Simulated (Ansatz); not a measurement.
# ZrTa2C2: the cost of one run

Method: DFT PBE, scalar-relativistic, plane waves, PAW, in Ansatz 0.2.0.

3 further runs of the same task are left out: 2 that didn't finish, 1 set aside as unsound or not needed.

## Step 1: The starting structure

It takes space group R-3m (No. 166, trigonal). The conventional cell has a = 3.198 Å, b = 3.198 Å, c = 23.014 Å, α = 90.00°, β = 90.00°, γ = 120.00°. Zr (site symmetry -3m) has 6 C at 2.35 Å as nearest neighbours. Ta (site symmetry 3m) has 3 C at 2.18 Å as nearest neighbours. C (site symmetry 3m) has 3 Ta at 2.18 Å and 3 Zr at 2.35 Å as nearest neighbours.

Structure file:

```
Zr Ta C
1.0
     1.59887    0.92311    7.67147
    -1.59887    0.92311    7.67147
     0.00000   -1.84622    7.67147
Zr Ta C
1 2 2
Cartesian
  0.0000 0.0000 0.0000
  0.0000 0.0000 5.0574
  0.0000 0.0000 17.9570
  0.0000 0.0000 9.1240
  0.0000 0.0000 13.8904
```

The start is the relaxed end of an invented cell (made as: species swapped into a database cell of CaIn2N2 (C2/m, No. 12)), taken up again for a closer look.

## Step 2: Probe: one point on a coarse mesh

The input, input.yaml:

```yaml
crystal:
  lattice:
    - [1.5988697, 0.9231079, 7.6714688]
    - [-1.5988697, 0.9231079, 7.6714688]
    - [0.0, -1.8462158, 7.6714688]
  atoms:
    - { symbol: Zr, position: [0.0, 0.0, 0.0] }
    - { symbol: Ta, position: [0.219748, 0.219748, 0.219748] }
    - { symbol: Ta, position: [0.780252, 0.780252, 0.780252] }
    - { symbol: C, position: [0.396449, 0.396449, 0.396449] }
    - { symbol: C, position: [0.603551, 0.603551, 0.603551] }
basis:
  ecutwfc: 420
kpoints:
  mp_grid: { grid: [6, 6, 6] }
hamiltonian:
  xc: pbe
scf:
  occupations: { method: gaussian, width: 0.1 }
  lower_state_search: "off"
output:
  forces: true
  stress: true
  eigenvalues: true
```

Run with:

```bash
$ ansatz run input.yaml --threads 1 --pin off --max-ram 3072MiB --backend cpu --events-out ev --progress --plain --runs-dir out
```

Q: Estimate wall time and peak memory on 1 thread of Arm Neoverse V2, shared host.

About 3.2 s, with a peak of 0.36 GiB.
